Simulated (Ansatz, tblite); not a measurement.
# The cluster Al₁₅As₁₄H₃₆−: spin-state energies by level

Is the singlet the ground state of the cluster Al₁₅As₁₄H₃₆−? Other spin states are computed and compared level by level.

The runs use Ansatz 0.2.0, Gaussian basis; as each input shows.

Plan: triplet, at the geometry of the singlet (GFN1-xTB, GFN2-xTB, PBE0-D4/def2-SVP, PBE-D4/def2-SVP); the singlet's energies come from earlier runs.

1 further run of the same task is left out (set aside as unsound or not needed).

## (1) The structure

The singlet was relaxed beforehand with PBE-D4/def2-SVP.

65 atoms, charge -1, spin multiplicity 1.

Bond lengths: As1–Al15 2.521 Å, As1–Al17 2.538 Å, As1–H30 1.530 Å, As1–H31 1.530 Å, As2–Al16 2.521 Å, As2–Al18 2.528 Å, As2–H32 1.530 Å, As2–H33 1.527 Å, As3–Al15 2.465 Å, As3–Al20 2.527 Å, As3–Al21 2.495 Å, As3–H34 1.529 Å, As4–Al19 2.488 Å, As4–Al20 2.525 Å, As4–Al22 2.504 Å, As4–H35 1.530 Å, As5–Al16 2.481 Å, As5–Al23 2.537 Å and more. Angles: Al15–As1–Al17 126.4°, Al15–As1–H30 103.7°, Al15–As1–H31 108.1°, Al17–As1–H30 110.9°, Al17–As1–H31 107.6°, H30–As1–H31 95.9°, Al16–As2–Al18 122.8°, Al16–As2–H32 110.5°, Al16–As2–H33 108.0°, Al18–As2–H32 107.8°, Al18–As2–H33 107.9°, H32–As2–H33 96.6°, Al15–As3–Al20 115.1°, Al15–As3–Al21 117.9°, Al15–As3–H34 105.2°, Al20–As3–Al21 104.0°, Al20–As3–H34 108.5°, Al21–As3–H34 105.6° and more.

The ion is computed in the gas phase, without counter-ions or solvent.

## (2) Triplet at the fixed geometry, GFN1-xTB

Tight binding, by tblite at 300 K electronic temperature and without a spin-polarisation term:

```python
tblite.interface.Calculator('GFN1-xTB', numbers, positions, charge=-1, uhf=2).singlepoint()
```

Energy -1976.6215 eV; 1.9 s.

## (3) Triplet at the fixed geometry, GFN2-xTB

Tight binding, by tblite at 300 K electronic temperature and without a spin-polarisation term:

```python
tblite.interface.Calculator('GFN2-xTB', numbers, positions, charge=-1, uhf=2).singlepoint()
```

Energy -1849.8561 eV; 2 s.

## (4) Triplet at the fixed geometry, PBE0-D4/def2-SVP

in.yaml

```yaml
crystal:
  periodic: [false, false, false]
  atoms:
    - {symbol: As, position_ang: [-3.738429, -1.268137, 2.208540]}
    - {symbol: As, position_ang: [-4.130426, 1.439104, -1.156086]}
    - {symbol: As, position_ang: [-1.387261, -4.215843, 1.487482]}
    - {symbol: As, position_ang: [1.341512, -4.108702, -0.874052]}
    - {symbol: As, position_ang: [-1.263161, 1.505645, -3.891169]}
    - {symbol: As, position_ang: [1.331954, -1.187902, -3.850855]}
    - {symbol: As, position_ang: [-1.394619, -1.246789, -1.057741]}
    - {symbol: As, position_ang: [-1.405823, 1.642644, 1.834536]}
    - {symbol: As, position_ang: [1.324945, -1.145437, 1.868412]}
    - {symbol: As, position_ang: [1.449326, 1.582576, -1.074995]}
    - {symbol: As, position_ang: [-1.622527, 4.150488, -1.051083]}
    - {symbol: As, position_ang: [1.579521, 4.319908, 1.748400]}
    - {symbol: As, position_ang: [3.916185, -1.491396, -0.978533]}
    - {symbol: As, position_ang: [3.980003, 1.461207, 2.041173]}
    - {symbol: Al, position_ang: [-2.894130, -2.673560, 0.293361]}
    - {symbol: Al, position_ang: [-2.779802, -0.042811, -2.684231]}
    - {symbol: Al, position_ang: [-2.348088, 0.262567, 3.680428]}
    - {symbol: Al, position_ang: [-3.074876, 2.914700, 0.604254]}
    - {symbol: Al, position_ang: [-0.014341, -2.769033, -2.472474]}
    - {symbol: Al, position_ang: [-0.196467, -5.897573, 0.024874]}
    - {symbol: Al, position_ang: [0.435496, -3.225637, 2.873434]}
    - {symbol: Al, position_ang: [2.695487, -2.966151, 0.895917]}
    - {symbol: Al, position_ang: [0.108223, 0.185442, -5.567855]}
    - {symbol: Al, position_ang: [0.117769, 3.050377, -2.533084]}
    - {symbol: Al, position_ang: [2.912746, 0.187016, -2.534277]}
    - {symbol: Al, position_ang: [-0.019010, 0.214660, 0.371169]}
    - {symbol: Al, position_ang: [-0.595493, 3.719856, 2.944372]}
    - {symbol: Al, position_ang: [2.331788, 0.286928, 3.602028]}
    - {symbol: Al, position_ang: [3.029046, 2.921953, 0.242360]}
    - {symbol: H, position_ang: [-4.546066, -2.255025, 3.054554]}
    - {symbol: H, position_ang: [-4.941732, -0.463924, 1.712513]}
    - {symbol: H, position_ang: [-5.102085, 2.299486, -1.965893]}
    - {symbol: H, position_ang: [-5.187451, 0.575001, -0.472904]}
    - {symbol: H, position_ang: [-2.283500, -4.972811, 2.467682]}
    - {symbol: H, position_ang: [2.369720, -4.808180, -1.765022]}
    - {symbol: H, position_ang: [-2.179912, 2.411154, -4.717766]}
    - {symbol: H, position_ang: [2.254538, -2.092759, -4.671881]}
    - {symbol: H, position_ang: [-2.505584, 4.974300, -1.990066]}
    - {symbol: H, position_ang: [-1.004949, 5.332124, -0.308576]}
    - {symbol: H, position_ang: [1.299761, 5.569882, 0.911724]}
    - {symbol: H, position_ang: [2.522221, 5.005533, 2.739032]}
    - {symbol: H, position_ang: [4.675417, -2.379862, -1.973003]}
    - {symbol: H, position_ang: [5.175345, -0.791688, -0.447534]}
    - {symbol: H, position_ang: [5.004656, 0.532590, 1.400913]}
    - {symbol: H, position_ang: [4.980522, 2.377439, 2.751226]}
    - {symbol: H, position_ang: [-4.133920, -3.306786, -0.500569]}
    - {symbol: H, position_ang: [-3.754026, -0.878640, -3.638130]}
    - {symbol: H, position_ang: [-3.360453, 1.110927, 4.595612]}
    - {symbol: H, position_ang: [-1.222535, -0.695498, 4.306278]}
    - {symbol: H, position_ang: [-4.204645, 3.809205, 1.295366]}
    - {symbol: H, position_ang: [-0.928661, -3.709065, -3.393879]}
    - {symbol: H, position_ang: [-1.152709, -6.456226, -1.142041]}
    - {symbol: H, position_ang: [0.608654, -6.916612, 0.976992]}
    - {symbol: H, position_ang: [1.732514, -4.080934, 2.223939]}
    - {symbol: H, position_ang: [0.273061, -3.371337, 4.458465]}
    - {symbol: H, position_ang: [4.057216, -3.546668, 1.509227]}
    - {symbol: H, position_ang: [-0.900849, -0.717102, -6.435361]}
    - {symbol: H, position_ang: [1.140993, 1.188513, -6.287174]}
    - {symbol: H, position_ang: [0.876556, 4.205399, -3.342587]}
    - {symbol: H, position_ang: [3.960471, 1.066289, -3.371998]}
    - {symbol: H, position_ang: [-0.279374, 3.621276, 4.509368]}
    - {symbol: H, position_ang: [-1.585588, 4.880834, 2.395618]}
    - {symbol: H, position_ang: [1.391143, 1.554171, 3.922855]}
    - {symbol: H, position_ang: [3.152804, -0.480806, 4.744581]}
    - {symbol: H, position_ang: [4.108876, 3.803696, -0.545866]}
basis:
  gaussian: {orbitals: def2-SVP, fitting: {mean_field: def2-universal-jkfit}}
total_charge: -1
magnetization: {spin_polarized: true, initial_magnetization: 2}
hamiltonian: {xc: pbe0, dispersion: d4}
scf: {omitted_lower_state_checks: [starts]}
output: {orbitals: {seedname: orbitals}}
```

Launch:

```console
> ansatz run in.yaml --threads 11 --pin off --events-out ev --progress --plain --max-ram 174080MiB --backend cuda --devices 0, --max-vram 75GiB
```

What it wrote:

```text
Functional definition: PBE0
  name "PBE0"
  cite "Adamo & Barone, J. Chem. Phys. 110, 6158 (1999) doi:10.1063/1.478522"
  cite "Perdew, Burke & Ernzerhof, Phys. Rev. Lett. 77, 3865 (1996) doi:10.1103/PhysRevLett.77.3865"
  parent pbe
  parameter a = 0.25
  parameter kappa = 0.804
  parameter beta = 0.06672455060314922
  exchange = (1 - a)*pbe_x(kappa = kappa, mu = beta*pi^2/3) + a*exact_x
  correlation = pbe_c(beta = beta)
these checks for a lower state are left out or cut short: starts
6292 factors; integrals over basis functions are off by at most 3.7e-1 eV
mean field evaluation 1: about -951050.1244 eV, gradient 3.4e1 eV
mean field evaluation 2: about -951033.1123 eV, gradient 5.6e1 eV
mean field evaluation 4: about -951056.5965 eV, gradient 6.5e0 eV
mean field evaluation 8: about -951056.9036 eV, gradient 1.9e0 eV
mean field evaluation 16: about -951056.9387 eV, gradient 6.1e-2 eV
mean field evaluation 32: about -951056.9390 eV, gradient 1.1e-3 eV
mean field -951056.93896016 eV, -34950.6978572391 hartree, gradient 5.5e-6 eV, S^2 2.005434; 0 other end points of the search recorded, 0 dependent functions left out
reference -951056.93905206 eV, -34950.6978606163 hartree; 348, 346 occupied and 550, 552 virtual orbitals, 6292 factors
Total energy: -951062.12062538 eV, -34950.8882799237 hartree
Checks for a lower state left out: starts
```

Wall time 39 s (1 × H100 with 11 threads of AMD EPYC 7R13, shared host); peak host memory 1.8 GiB.

Report: HOMO -0.20 eV, LUMO -3.67 eV (over both spins; with the spin held, an empty level of the minority spin lies below the top filled one); ⟨S²⟩ 2.005 (pure: 2.00).

## (5) Triplet at the fixed geometry, PBE-D4/def2-SVP

start.molden holds the orbitals of an earlier run on this state, given as this run's starting guess.

in.yaml, as its differences from that of step 4:

```diff
@@ -69,6 +69,6 @@
 basis:
-  gaussian: {orbitals: def2-SVP, fitting: {mean_field: def2-universal-jkfit}}
+  gaussian: {orbitals: def2-SVP, fitting: {mean_field: def2-universal-jkfit}, initial_orbitals: start.molden}
 total_charge: -1
 magnetization: {spin_polarized: true, initial_magnetization: 2}
-hamiltonian: {xc: pbe0, dispersion: d4}
+hamiltonian: {xc: pbe, dispersion: d4}
 scf: {omitted_lower_state_checks: [starts]}
```

The command is unchanged.

What it wrote:

```text
Functional definition: PBE
  name "PBE"
  cite "Perdew, Burke & Ernzerhof, Phys. Rev. Lett. 77, 3865 (1996) doi:10.1103/PhysRevLett.77.3865"
  parent pbe
  parameter kappa = 0.804
  parameter beta = 0.06672455060314922
  exchange = pbe_x(kappa = kappa, mu = beta*pi^2/3)
  correlation = pbe_c(beta = beta)
these checks for a lower state are left out or cut short: starts
6292 factors; integrals over basis functions are off by at most 3.7e-1 eV
mean field evaluation 1: about -951019.4568 eV, gradient 1.5e1 eV
mean field evaluation 2: about -951020.2661 eV, gradient 9.5e-1 eV
mean field evaluation 4: about -951020.2943 eV, gradient 2.6e-1 eV
mean field evaluation 8: about -951020.2985 eV, gradient 1.4e-3 eV
mean field evaluation 16: about -951020.2985 eV, gradient 1.4e-5 eV
mean field -951020.29853389 eV, -34949.3513464097 hartree, gradient 2.8e-6 eV, S^2 2.001258; 0 other end points of the search recorded, 0 dependent functions left out
reference -951020.29865806 eV, -34949.3513509725 hartree; 348, 346 occupied and 550, 552 virtual orbitals, 6292 factors
Total energy: -951025.91415360 eV, -34949.5577166276 hartree
Checks for a lower state left out: starts
```

Wall time 24 s (1 × H100 with 11 threads of AMD EPYC 7R13, shared host); peak host memory 1.8 GiB.

HOMO -0.09 eV, LUMO -3.75 eV (over both spins; with the spin held, an empty level of the minority spin lies below the top filled one); ⟨S²⟩ 2.001 (pure: 2.00).

## (6) Triplet less singlet, vertical

The singlet's energies are those of its earlier runs, whose logs aren't repeated here.

```
           level  triplet less singlet, vertical (kJ/mol)   time
        GFN1-xTB                                   +297.3  3.6 s
        GFN2-xTB                                   +237.2  3.6 s
 PBE-D4/def2-SVP                                   +342.3   32 s
PBE0-D4/def2-SVP                                   +412.9   51 s
```

Times add the two runs; a level without a time comes out of a correlated run. Tight binding without a spin term can't rank spin states.

## (7) Summary of results

| quantity | value |
| --- | --- |
| triplet less singlet, vertical, functionals in def2-SVP | +342.3 (PBE-D4) to +412.9 kJ/mol (PBE0-D4) |

All functionals put the triplet above the singlet, over a spread of 70.5 kJ/mol. The checks for a lower triplet were left out, so another state of that spin may lie lower. These are electronic energies, without zero-point motion, entropy or surroundings.
